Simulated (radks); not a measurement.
# Ga⁴⁺ in [Ar] 3d9: an all-electron calculation

The task here is to estimate one member of a computed series from the others.

Method: Dirac Kohn-Sham, exchange-only LDA, spin-unpolarised, spherical densities, finite nucleus; open shells are shared between the two j in proportion to 2j + 1. Code: radks (a radial shooting solver on a logarithmic mesh, Libxc functionals) version 1.

## What is computed

* element: gallium (Z = 31)
* charge: +4
* electrons: 27
* configuration: [Ar] 3d9
* nuclear rms radius: 3.9973 fm

The outer shells:

Ga⁴⁺
```
[Ar] core
3d [↑↓][↑↓][↑↓][↑↓][↑ ]
```

Set-up of the first run:

Settings of this run:

```text
Z 31
configuration [Ar] 3d9 4s0 4p0
relativity Dirac
functional lda,
spin unpolarised
j_filling average
nucleus finite rms 3.9973 fm
c 137.035999084
```

Run with:

```
$ python run_ks.py task.json out
```

The same process makes all the runs of this session.

Steps of the session up to this table: Self-consistent calculation.

One table of the session follows, with a row left open; its other results are not shown here.

It belongs to the step «Orbitals and density». Radial moments (bohr):

```
level      <r>  outermost maximum (interpolated)  90 % within  nodes
1s1/2  0.04867                            0.0318       0.0870      0
2s1/2   0.2180                             0.183        0.338      1
2p1/2        ?                                 ?            ?      ?
2p3/2   0.1920                             0.147        0.314      0
3s1/2   0.6484                             0.564        0.970      2
3p1/2   0.6646                             0.559         1.02      1
3p3/2   0.6748                             0.568         1.04      1
3d3/2   0.7435                             0.522         1.25      0
3d5/2   0.7478                             0.524         1.25      0
4s1/2    1.807                              1.62         2.62      3
4p1/2    2.033                              1.80         2.98      2
4p3/2    2.054                              1.82         3.01      2
```

**Question.** Estimate the row for 2p1/2.

The run gave: <r>: 0.1885; outermost maximum (interpolated): 0.144; 90 % within: 0.309; nodes: 0. In the column «<r>» it lies between 1s1/2 (0.04867) and 2p3/2 (0.1920).

Caveats from the session: Spin polarisation and multiplet splitting are left out.
